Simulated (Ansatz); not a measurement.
**CH3OSSb: one species, many methods**

The task here is to estimate one member of a computed series from the others.

Program: Ansatz 0.2.0, Gaussian basis. Level of theory: functionals in def2-TZVPP, the program's frozen cores in correlated methods. These are calculated values, not measurements.

Plan: LDA (SPW92), PBE-D4, revPBE-D4, BLYP-D4, r2SCAN-D4, B97M-V, PBE0-D4, B3LYP-D4, r2SCANh-D4, r2SCAN0-D4, HSE06-D4, BHLYP-D4, CAM-B3LYP-D4, LC-ωPBE, ωB97X-V, ωB97M-V, B2PLYP, PBE-QIDH; CCSD(T)/def2-SVP; CCSD(T)/def2-TZVPP; MP2/def2-QZVPP; extrapolation to the limit; RPA on PBE.

### The relaxed structure

All runs share one geometry, relaxed beforehand with PBE0-D4 in a triple-zeta def2 set. Sb takes the def2 core potential; no spin-orbit term is included.

SMILES `O=[C](S)[SbH2]`, 7 atoms, charge 0, spin multiplicity 1.

Atoms are counted from 1 here; the program's logs count them from 0.

Bond lengths: O1–C2 1.192 Å, C2–S3 1.787 Å, C2–Sb4 2.222 Å, S3–H5 1.341 Å, Sb4–H6 1.711 Å, Sb4–H7 1.704 Å. Angles: O1–C2–S3 120.3°, O1–C2–Sb4 119.8°, S3–C2–Sb4 119.7°, C2–S3–H5 96.1°, C2–Sb4–H6 94.1°, C2–Sb4–H7 90.3°, H6–Sb4–H7 91.4°.

The first run:

Input file in.yaml:

```yaml
crystal:
  periodic: [false, false, false]
  atoms:
    - {symbol: O, position_ang: [-0.037255, -2.094248, 0.125405]}
    - {symbol: C, position_ang: [0.191774, -0.934278, 0.277616]}
    - {symbol: S, position_ang: [1.805117, -0.397740, 0.827119]}
    - {symbol: Sb, position_ang: [-1.436695, 0.555401, 0.018907]}
    - {symbol: H, position_ang: [1.550565, 0.916908, 0.751796]}
    - {symbol: H, position_ang: [-0.377842, 1.816670, -0.444373]}
    - {symbol: H, position_ang: [-1.634266, 0.069188, -1.602270]}
basis:
  gaussian: {orbitals: def2-TZVPP}
hamiltonian: {xc: lda}
output: {orbitals: {seedname: orbitals}}
```

Launch:

```sh
$ ansatz run in.yaml --threads 2 --pin off --events-out ev --progress --plain --max-ram 4352MiB
```

Among the steps run: LDA; PBE-D4 (GGA); revPBE-D4 (GGA); BLYP-D4 (GGA); r2SCAN-D4 (meta-GGA); B97M-V (meta-GGA); PBE0-D4 (hybrid); B3LYP-D4 (hybrid); r2SCANh-D4 (hybrid); r2SCAN0-D4 (hybrid); HSE06-D4 (hybrid); BHLYP-D4 (hybrid); CAM-B3LYP-D4 (range-separated); LC-ωPBE (range-separated); ωB97X-V (range-separated); ωB97M-V (range-separated); B2PLYP (double hybrid); PBE-QIDH (double hybrid).

One of the session's tables, all rows but one given; the rest of the session is left out.

It belongs to the step «Orbital energies across the functionals». 

| functional | HOMO (eV) | LUMO (eV) | gap (eV) |
| --- | --- | --- | --- |
| LDA (SPW92) | -6.05 | -2.58 | 3.47 |
| PBE-D4 | -5.86 | -2.37 | 3.50 |
| revPBE-D4 | -5.80 | -2.28 | 3.51 |
| BLYP-D4 | -5.72 | -2.24 | 3.48 |
| r2SCAN-D4 | -6.10 | -2.24 | 3.87 |
| B97M-V | -6.12 | -2.21 | 3.91 |
| PBE0-D4 | -7.01 | -1.53 | 5.48 |
| B3LYP-D4 | -6.81 | -1.74 | 5.06 |
| r2SCANh-D4 | -6.54 | -1.92 | 4.62 |
| r2SCAN0-D4 | -7.19 | -1.47 | 5.72 |
| HSE06-D4 | -6.63 | -1.91 | 4.72 |
| BHLYP-D4 | -8.05 | -0.68 | 7.37 |
| CAM-B3LYP-D4 | ? | ? | ? |
| LC-ωPBE | -9.43 | 0.57 | 10.00 |
| ωB97X-V | -9.14 | 0.47 | 9.60 |
| ωB97M-V | -9.03 | 0.31 | 9.34 |

Q: Estimate the row for CAM-B3LYP-D4 from the others.

**Answer.** HOMO (eV): -8.23; LUMO (eV): -0.52; gap (eV): 7.71. In the column «HOMO (eV)» it lies between ωB97M-V (-9.03) and BHLYP-D4 (-8.05).
